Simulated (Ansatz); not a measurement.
# B2H2O2: molecular dynamics

The plan is to follow the molecule's vibrations and see whether its bonds hold. The start is relaxed first. Runs: 150 steps of 1 fs at constant energy, with velocities drawn for 100 K; 40 steps of 2.5 fs under a Langevin thermostat at 200 K. SMILES of the start: OB=BO.

All numbers below are computed with Ansatz 0.2.0 (RKS B3LYP/def2-SVP).

1 further run of the same task is left out (it didn't finish).

**1. Starting point**

Bond lengths: O1–B2 1.325 Å, B2–B3 1.488 Å, B3–O4 1.326 Å, O1–H5 0.963 Å, O4–H6 0.963 Å. Angles: O1–B2–B3 159.9°, B2–O1–H5 120.4°, B2–B3–O4 159.8°, B3–O4–H6 120.2°.

Structure file:

```xyz
6

O     0.0015   -0.7980   -1.8766
B    -0.1603   -0.3239   -0.6497
B     0.1508    0.3505    0.6398
O     0.0046    0.7844    1.8837
H     0.8248   -0.6471   -2.3525
H    -0.8215    0.6340    2.3552
```

**2. Preparing the start**

Contents of input.yaml:

```yaml
crystal:
  periodic: [false, false, false]
  atoms:
    - { symbol: O, position_ang: [0.00148, -0.79801, -1.87658] }
    - { symbol: B, position_ang: [-0.1603, -0.32391, -0.64969] }
    - { symbol: B, position_ang: [0.15084, 0.35052, 0.63983] }
    - { symbol: O, position_ang: [0.00465, 0.78445, 1.88373] }
    - { symbol: H, position_ang: [0.82484, -0.64709, -2.35252] }
    - { symbol: H, position_ang: [-0.82151, 0.63403, 2.35522] }
basis:
  gaussian: { orbitals: def2-SVP }
hamiltonian:
  xc: b3lyp
relax:
  f_tol: 0.02
  max_steps: 40
scf:
  lower_state_search: "off"
```

Launch:

```bash
ansatz run input.yaml --threads 1 --pin off --max-ram 2048MiB --backend cpu --events-out ev --progress --plain --runs-dir out
```

Output, cut to the lines that bear on the results:

```text
Warning: RAYON_NUM_THREADS=1 ignored (pool sized by the plan → 1); use --threads N
[...]
Functional definition: B3LYP
[...]
718 factors; integrals over basis functions are off by at most 3.0e-4 eV
[...]
mean field -5474.05224110 eV, -201.1677094144 hartree, gradient 5.2e-6 eV, S^2 0.000000; 0 other end points of the search recorded, 0 dependent functions left out
[...]
reference -5474.05245585 eV, -201.1677173064 hartree; 14, 14 occupied and 52, 52 virtual orbitals, 718 factors
relax step   1: F+E_penalty+E_count = -5474.05224110 eV  Δ(F+E_penalty+E_count) = +0.000e0 eV  max|allowed force component| = 1.917e0 eV/Å  Δτ_max = 0.0000 Å  (14 SCF iters, accepted)
[...]
relax step   3: F+E_penalty+E_count = -5474.12945637 eV  Δ(F+E_penalty+E_count) = -8.213e-3 eV  max|allowed force component| = 2.380e-1 eV/Å  Δτ_max = 0.0545 Å  (20 SCF iters, accepted)
[...]
relax step   5: F+E_penalty+E_count = -5474.13829167 eV  Δ(F+E_penalty+E_count) = -3.404e-3 eV  max|allowed force component| = 1.212e-1 eV/Å  Δτ_max = 0.0143 Å  (20 SCF iters, accepted)
[...]
relax step   7: F+E_penalty+E_count = -5474.14021419 eV  Δ(F+E_penalty+E_count) = -3.476e-4 eV  max|allowed force component| = 4.444e-2 eV/Å  Δτ_max = 0.0061 Å  (20 SCF iters, accepted)
[...]
relax step   8: F+E_penalty+E_count = -5474.14099591 eV  Δ(F+E_penalty+E_count) = -7.817e-4 eV  max|allowed force component| = 3.137e-2 eV/Å  Δτ_max = 0.0121 Å  (20 SCF iters, accepted)
[...]
relax step   9: F+E_penalty+E_count = -5474.14129514 eV  Δ(F+E_penalty+E_count) = -2.992e-4 eV  max|allowed force component| = 2.542e-3 eV/Å  Δτ_max = 0.0114 Å  (20 SCF iters, accepted)
Total energy: -5474.14150655 eV, -201.1709898593 hartree
Atom 0 at    -0.028711    -0.810194    -1.897722 Å, force    -0.001583     0.000047     0.001633 eV/Å
Atom 1 at    -0.199844    -0.362510    -0.659793 Å, force    -0.000586    -0.001100    -0.002542 eV/Å
Atom 2 at     0.199994     0.362123     0.659943 Å, force     0.000447     0.001458     0.002531 eV/Å
Atom 3 at     0.028710     0.810199     1.897711 Å, force     0.001571    -0.000032    -0.001756 eV/Å
Atom 4 at     0.834731    -0.609501    -2.292337 Å, force     0.000977     0.000604     0.001034 eV/Å
Atom 5 at    -0.834880     0.609874     2.292188 Å, force    -0.000826    -0.000977    -0.000900 eV/Å
Dipole moment:    -0.000048     0.000124    -0.000047 e Å
Checks for a lower state left out: stability, starts, cluster_reference, orbital_swaps, neighbouring_geometries, increment
```

It took 4.6 s on 1 thread of AMD EPYC 9R45 (Zen 5), shared host; peak memory 0.12 GiB.

Step by step:

| step | energy from step 1 (eV) | largest force component (eV/Å) |
| --- | --- | --- |
| 1 | 0.0000 | 1.9171 |
| 2 | -0.0690 | 0.3778 |
| 3 | -0.0772 | 0.2380 |
| 4 | -0.0826 | 0.2740 |
| 5 | -0.0861 | 0.1212 |
| 6 | -0.0876 | 0.0460 |
| 7 | -0.0880 | 0.0444 |
| 8 | -0.0888 | 0.0314 |
| 9 | -0.0891 | 0.0025 |

Step 1 is the start.

After: Bond lengths: O1–B2 1.327 Å, B2–B3 1.558 Å, B3–O4 1.327 Å, O1–H5 0.970 Å, O4–H6 0.970 Å. Angles: O1–B2–B3 156.0°, B2–O1–H5 115.1°, B2–B3–O4 156.0°, B3–O4–H6 115.1°.

**3. Run 1**

150 steps of 1 fs at constant energy, with velocities drawn for 100 K, from the relaxed start.

Contents of input.yaml:

```yaml
crystal:
  periodic: [false, false, false]
  atoms:
    - { symbol: O, position_ang: [-0.028711, -0.810194, -1.897722] }
    - { symbol: B, position_ang: [-0.199844, -0.36251, -0.659793] }
    - { symbol: B, position_ang: [0.199994, 0.362123, 0.659943] }
    - { symbol: O, position_ang: [0.02871, 0.810199, 1.897711] }
    - { symbol: H, position_ang: [0.834731, -0.609501, -2.292337] }
    - { symbol: H, position_ang: [-0.83488, 0.609874, 2.292188] }
basis:
  gaussian: { orbitals: def2-SVP }
hamiltonian:
  xc: b3lyp
md:
  timestep: 1.0
  n_steps: 150
  ensemble: nve
  temperature: 100.0
  initial_velocities: maxwell_boltzmann
  seed: 604053
scf:
  lower_state_search: "off"
```

Launch:

```bash
ansatz run input.yaml --threads 1 --pin off --max-ram 2048MiB --backend cpu --events-out ev --progress --plain --runs-dir out
```

Output, cut to the lines that bear on the results:

```text
Warning: RAYON_NUM_THREADS=1 ignored (pool sized by the plan → 1); use --threads N
[...]
[... 1 set-up line as earlier in the session ...]
[...]
718 factors; integrals over basis functions are off by at most 3.1e-4 eV
[...]
mean field -5474.14129812 eV, -201.1709821996 hartree, gradient 2.0e-6 eV, S^2 0.000000; 0 other end points of the search recorded, 0 dependent functions left out
[...]
reference -5474.14150991 eV, -201.1709899830 hartree; 14, 14 occupied and 52, 52 virtual orbitals, 718 factors
md step     0: t =     0.00 fs  T =   100.0 K  F+E_penalty+E_count = -5474.14129812 eV  E_kin = 0.051704 eV  conserved = -5474.08959412 eV  (14 SCF iters)
[...]
md step    19: t =    19.00 fs  T =    54.6 K  F+E_penalty+E_count = -5474.11737766 eV  E_kin = 0.028218 eV  conserved = -5474.08915939 eV  (23 SCF iters)
[...]
md step    38: t =    38.00 fs  T =     9.9 K  F+E_penalty+E_count = -5474.09427494 eV  E_kin = 0.005126 eV  conserved = -5474.08914926 eV  (17 SCF iters)
[...]
md step    57: t =    57.00 fs  T =    34.5 K  F+E_penalty+E_count = -5474.10732634 eV  E_kin = 0.017861 eV  conserved = -5474.08946573 eV  (23 SCF iters)
[...]
md step    74: t =    74.00 fs  T =    73.2 K  F+E_penalty+E_count = -5474.12730477 eV  E_kin = 0.037848 eV  conserved = -5474.08945671 eV  (22 SCF iters)
md step    75: t =    75.00 fs  T =    74.4 K  F+E_penalty+E_count = -5474.12786043 eV  E_kin = 0.038472 eV  conserved = -5474.08938863 eV  (23 SCF iters)
```

**4. The log goes on: dynamics from the start**

Output, continued, cut to the lines that bear on the results:

```text
md step    76: t =    76.00 fs  T =    73.2 K  F+E_penalty+E_count = -5474.12695808 eV  E_kin = 0.037872 eV  conserved = -5474.08908645 eV  (22 SCF iters)
[...]
md step    94: t =    94.00 fs  T =    65.8 K  F+E_penalty+E_count = -5474.12307752 eV  E_kin = 0.034004 eV  conserved = -5474.08907324 eV  (23 SCF iters)
[...]
md step   112: t =   112.00 fs  T =    34.9 K  F+E_penalty+E_count = -5474.10716357 eV  E_kin = 0.018047 eV  conserved = -5474.08911684 eV  (24 SCF iters)
[...]
md step   130: t =   130.00 fs  T =    39.5 K  F+E_penalty+E_count = -5474.10971232 eV  E_kin = 0.020426 eV  conserved = -5474.08928595 eV  (24 SCF iters)
[...]
md step   148: t =   148.00 fs  T =    57.2 K  F+E_penalty+E_count = -5474.11893623 eV  E_kin = 0.029571 eV  conserved = -5474.08936524 eV  (24 SCF iters)
[...]
md step   149: t =   149.00 fs  T =    59.2 K  F+E_penalty+E_count = -5474.12004978 eV  E_kin = 0.030587 eV  conserved = -5474.08946290 eV  (23 SCF iters)
[...]
md step   150: t =   150.00 fs  T =    56.8 K  F+E_penalty+E_count = -5474.11857444 eV  E_kin = 0.029367 eV  conserved = -5474.08920735 eV  (24 SCF iters)
Total energy: -5474.11878662 eV, -201.1701549174 hartree
Atom 0 at    -0.021158    -0.846962    -1.889585 Å, force     0.003137     0.191729     0.084146 eV/Å
Atom 1 at    -0.190416    -0.319771    -0.675717 Å, force     0.199980    -0.188829    -0.228626 eV/Å
Atom 2 at     0.162242     0.422764     0.644568 Å, force     0.141940    -0.078047    -0.272226 eV/Å
Atom 3 at     0.040045     0.787596     1.914767 Å, force    -0.472390    -0.151122     0.118618 eV/Å
Atom 4 at     0.793099    -0.625151    -2.380556 Å, force    -0.192459     0.034071     0.301896 eV/Å
Atom 5 at    -0.789282     0.459185     2.316197 Å, force     0.319792     0.192197    -0.003809 eV/Å
Dipole moment:    -0.008402    -0.028597    -0.027069 e Å
Checks for a lower state left out: stability, starts, cluster_reference, orbital_swaps, neighbouring_geometries, increment
```

Wall time 70 s (1 thread of AMD EPYC 9R45 (Zen 5), shared host); peak memory 0.12 GiB.

**5. The trajectory**

One step in 11; energies are changes from step 0:

| time (fs) | T (K) | potential energy change (meV/atom) | total energy change (meV/atom) |
| --- | --- | --- | --- |
| 0.0 | 100 | 0.0 | 0.00 |
| 11.0 | 60 | 3.6 | 0.09 |
| 22.0 | 49 | 4.4 | 0.01 |
| 33.0 | 29 | 6.2 | 0.08 |
| 44.0 | 24 | 6.6 | 0.02 |
| 55.0 | 27 | 6.4 | 0.09 |
| 66.0 | 64 | 3.1 | 0.02 |
| 77.0 | 77 | 2.1 | 0.08 |
| 88.0 | 57 | 3.8 | 0.04 |
| 99.0 | 67 | 2.9 | 0.07 |
| 110.0 | 43 | 4.9 | 0.03 |
| 121.0 | 17 | 7.2 | 0.08 |
| 132.0 | 35 | 5.6 | 0.03 |
| 143.0 | 47 | 4.6 | 0.06 |
| 150.0 | 57 | 3.8 | 0.06 |

time (fs), T (K) and a bar:
```
      0.0        100 ##############################
      7.0         61 #################
     13.0         69 ####################
     20.0         50 #############
     26.0         39 ##########
     33.0         29 ######
     39.0         11 
     46.0         30 #######
     52.0         39 ##########
     59.0         34 ########
     65.0         61 #################
     72.0         65 ##################
     78.0         84 #########################
     85.0         65 ##################
     91.0         57 ################
     98.0         69 ####################
    104.0         50 #############
    111.0         37 #########
    117.0         23 ####
    124.0         24 #####
    130.0         40 ##########
    137.0         19 ###
    143.0         47 ############
    150.0         57 ###############
```

**6. Positions and forces**

Positions (Å) and forces (eV/Å):

```xyz
6
time_fs=19.0 T=55 dE=0.0239
O    -0.047   -0.769   -1.890    0.263   -0.256   -0.732
B    -0.183   -0.420   -0.630   -0.034    0.172    0.199
B     0.257    0.319    0.670   -0.035    0.213    0.316
O     0.003    0.833    1.871   -0.324   -0.204    0.051
H     0.800   -0.557   -2.329   -0.255   -0.031    0.238
H    -0.895    0.627    2.202    0.384    0.107   -0.071
6
time_fs=38.0 T=10 dE=0.0470
O    -0.058   -0.761   -1.913    0.582    0.165    0.139
B    -0.182   -0.454   -0.626   -0.117    0.195    0.247
B     0.299    0.303    0.693   -0.432    0.084   -0.028
O    -0.014    0.851    1.871   -0.027   -0.257   -0.110
H     0.805   -0.480   -2.279   -0.337   -0.183   -0.031
H    -0.909    0.669    2.217    0.332   -0.003   -0.217
6
time_fs=56.0 T=31 dE=0.0359
O    -0.043   -0.757   -1.891    0.000   -0.210   -0.290
B    -0.189   -0.439   -0.615    0.106    0.027   -0.402
B     0.259    0.305    0.680    0.130    0.093   -0.136
O     0.003    0.840    1.858   -0.327   -0.021    0.474
H     0.784   -0.519   -2.347   -0.139    0.004    0.301
H    -0.892    0.629    2.183    0.230    0.108    0.054
6
time_fs=75.0 T=74 dE=0.0134
O    -0.032   -0.793   -1.909    0.021    0.123    0.561
B    -0.200   -0.400   -0.641   -0.114   -0.061   -0.310
B     0.212    0.345    0.669   -0.050   -0.109   -0.229
O     0.023    0.824    1.886    0.279    0.165    0.170
H     0.839   -0.536   -2.244    0.098   -0.027   -0.237
H    -0.825    0.629    2.303   -0.235   -0.091    0.045
6
time_fs=94.0 T=66 dE=0.0182
O    -0.009   -0.831   -1.902   -0.565   -0.035    0.277
B    -0.221   -0.346   -0.680    0.234    0.048    0.193
B     0.157    0.388    0.654    0.019   -0.012    0.025
O     0.049    0.805    1.918    0.309   -0.041   -0.632
H     0.827   -0.613   -2.325    0.383    0.148   -0.056
H    -0.775    0.573    2.358   -0.381   -0.107    0.193
6
time_fs=112.0 T=35 dE=0.0341
O    -0.010   -0.846   -1.868   -0.250   -0.218   -0.410
B    -0.199   -0.295   -0.687   -0.172   -0.071    0.183
B     0.112    0.416    0.625    0.219    0.125    0.469
O     0.062    0.773    1.903    0.235    0.202   -0.224
H     0.844   -0.639   -2.261    0.315    0.054   -0.238
H    -0.745    0.512    2.359   -0.346   -0.092    0.220
6
time_fs=131.0 T=41 dE=0.0308
O    -0.014   -0.865   -1.883   -0.034    0.223    0.156
B    -0.194   -0.287   -0.697   -0.034   -0.138    0.124
B     0.124    0.445    0.632    0.014   -0.204    0.076
O     0.055    0.769    1.921    0.107    0.168   -0.189
H     0.836   -0.655   -2.300    0.044    0.005   -0.081
H    -0.736    0.487    2.405   -0.097   -0.053   -0.085
6
time_fs=150.0 T=57 dE=0.0227
O    -0.021   -0.847   -1.890    0.003    0.192    0.084
B    -0.190   -0.320   -0.676    0.200   -0.189   -0.229
B     0.162    0.423    0.645    0.142   -0.078   -0.272
O     0.040    0.788    1.915   -0.472   -0.151    0.119
H     0.793   -0.625   -2.381   -0.193    0.034    0.302
H    -0.789    0.459    2.316    0.320    0.192   -0.004
```

On run 1: The temperature starts at 100 K and averages 49 K in the second half, where it ranges from 16 to 87 K; a mean near half the start is what vibrations about a minimum give, since they share energy equally between motion and strain. The total energy strays from its start by at most 0.10 meV/atom, 2.4 % of the mean kinetic energy, fair for a step of 1 fs. No bond forms or breaks.

**7. Run 2**

40 steps of 2.5 fs under a Langevin thermostat at 200 K, starting from the last frame of an earlier run, with new velocities.

Contents of input.yaml:

```yaml
crystal:
  periodic: [false, false, false]
  atoms:
    - { symbol: O, position_ang: [-0.021158, -0.846962, -1.889585] }
    - { symbol: B, position_ang: [-0.190416, -0.319771, -0.675717] }
    - { symbol: B, position_ang: [0.162242, 0.422764, 0.644568] }
    - { symbol: O, position_ang: [0.040045, 0.787596, 1.914767] }
    - { symbol: H, position_ang: [0.793099, -0.625151, -2.380556] }
    - { symbol: H, position_ang: [-0.789282, 0.459185, 2.316197] }
basis:
  gaussian: { orbitals: def2-SVP }
hamiltonian:
  xc: b3lyp
md:
  timestep: 2.5
  n_steps: 40
  ensemble: nvt_langevin
  temperature: 200.0
  initial_velocities: maxwell_boltzmann
  seed: 724592
  friction: 0.005
scf:
  lower_state_search: "off"
```

Launch:

```bash
ansatz run input.yaml --threads 1 --pin off --max-ram 2048MiB --backend cpu --events-out ev --progress --plain --runs-dir out
```

Output, cut to the lines that bear on the results:

```text
Warning: RAYON_NUM_THREADS=1 ignored (pool sized by the plan → 1); use --threads N
[...]
[... 1 set-up line as earlier in the session ...]
[...]
718 factors; integrals over basis functions are off by at most 3.5e-4 eV
[...]
mean field -5474.11857395 eV, -201.1701471020 hartree, gradient 3.1e-6 eV, S^2 0.000000; 0 other end points of the search recorded, 0 dependent functions left out
[...]
reference -5474.11878611 eV, -201.1701548987 hartree; 14, 14 occupied and 52, 52 virtual orbitals, 718 factors
md step     0: t =     0.00 fs  T =   166.7 K  F+E_penalty+E_count = -5474.11857395 eV  E_kin = 0.129260 eV  (15 SCF iters)
[...]
md step    10: t =    25.00 fs  T =   125.9 K  F+E_penalty+E_count = -5474.01247503 eV  E_kin = 0.097651 eV  (21 SCF iters)
[...]
md step    20: t =    50.00 fs  T = 46695.7 K  F+E_penalty+E_count = -5469.15559362 eV  E_kin = 36.215320 eV  (30 SCF iters)
[...]
md step    39: t =    97.50 fs  T = 164282.8 K  F+E_penalty+E_count = -5466.00423361 eV  E_kin = 127.411199 eV  (23 SCF iters)
[...]
md step    40: t =   100.00 fs  T = 160067.8 K  F+E_penalty+E_count = -5465.48072170 eV  E_kin = 124.142150 eV  (23 SCF iters)
Total energy: -5465.48122213 eV, -200.8527302771 hartree
Atom 0 at    -1.893440    -1.073381    -0.612034 Å, force    -3.583630    -2.029864    -1.848298 eV/Å
Atom 1 at    -1.051492    -0.519827    -0.039847 Å, force     6.966411     3.112743     2.076355 eV/Å
Atom 2 at     1.407443     0.288782     0.224395 Å, force    -6.779938    -1.718947    -0.120351 eV/Å
Atom 3 at     2.561054     0.445286     0.140306 Å, force     3.397157     0.636068    -0.107705 eV/Å
Atom 4 at    35.074892     7.930388   -23.651728 Å, force    -0.000112    -0.000005     0.000070 eV/Å
Atom 5 at   -52.513488     3.872522    33.340616 Å, force     0.000111     0.000006    -0.000071 eV/Å
Dipole moment:    -0.107434     0.138933     0.224788 e Å
Checks for a lower state left out: stability, starts, cluster_reference, orbital_swaps, neighbouring_geometries, increment
```

It took 19 s on 1 thread of AMD EPYC 9R45 (Zen 5), shared host; peak memory 0.12 GiB.

**8. What the atoms did**

The trajectory, every 3 steps (energies from step 0):

| time (fs) | T (K) | potential energy change (meV/atom) |
| --- | --- | --- |
| 0.0 | 167 | 0.0 |
| 7.5 | 130 | 3.7 |
| 15.0 | 164 | 1.5 |
| 22.5 | 112 | 11.5 |
| 30.0 | 178 | 18.7 |
| 37.5 | 199 | 185.2 |
| 45.0 | 50784 | 710.1 |
| 52.5 | 45732 | 816.0 |
| 60.0 | 82945 | 2103.0 |
| 67.5 | 225011 | 946.5 |
| 75.0 | 207480 | 1158.9 |
| 82.5 | 191190 | 1180.8 |
| 90.0 | 176740 | 1299.4 |
| 97.5 | 164283 | 1352.4 |
| 100.0 | 160068 | 1439.6 |

time (fs), T (K) and a bar:
```
      0.0        167 
      5.0        131 
      7.5        130 
     12.5        145 
     17.5        154 
     22.5        112 
     25.0        126 
     30.0        178 
     35.0        413 
     40.0        917 
     42.5       9843 #
     47.5      48372 ######
     52.5      45732 ######
     57.5      44674 ######
     60.0      82945 ###########
     65.0     230710 ##############################
     70.0     219328 #############################
     75.0     207480 ###########################
     77.5     202968 ##########################
     82.5     191190 #########################
     87.5     182360 ########################
     92.5     171960 ######################
     95.0     167785 ######################
    100.0     160068 #####################
```

Bonds that form or break, judged by distance (formed within 1.15 times the sum of covalent radii and held on average over 10 fs, broken when stretched by half; pairs already stretched at the start don't count as bonds):

| time (fs) | bond | event |
| --- | --- | --- |
| 45.0 | O1–H5 | breaks |
| 62.5 | O4–H6 | breaks |
| 100.0 | B2–B3 | breaks |

On run 2: The temperature runs away to 236074 K: the integration has become unstable, and nothing after that is physical.

**9. Results**

```
                                 quantity                                      value
                  relaxation of the start                    8 moves, 0.089 eV lower
                            run 1: length                          150 steps of 1 fs
  run 1: temperature, first and last step                               100 and 57 K
          run 1: temperature, second half                 mean 49 K, from 16 to 87 K
     run 1: potential energy, second half     +4 meV/atom from this run's first step
run 1: largest change of the total energy                              0.10 meV/atom
            run 1: bonds formed or broken                                          0
                            run 2: length                         40 steps of 2.5 fs
  run 2: temperature, first and last step                           167 and 160068 K
          run 2: temperature, second half      mean 161823 K, from 44674 to 236074 K
     run 2: potential energy, second half  +1130 meV/atom from this run's first step
            run 2: bonds formed or broken                                          3
```

In words: Mean temperatures of the second halves: 49 K, none that means anything (unstable run). Bonds changed in run 2 (an artefact of the unstable or too long step). Averages from a run of 100 fs with 6 atoms are rough. The nuclei move classically, without zero-point motion, which matters most for hydrogen.
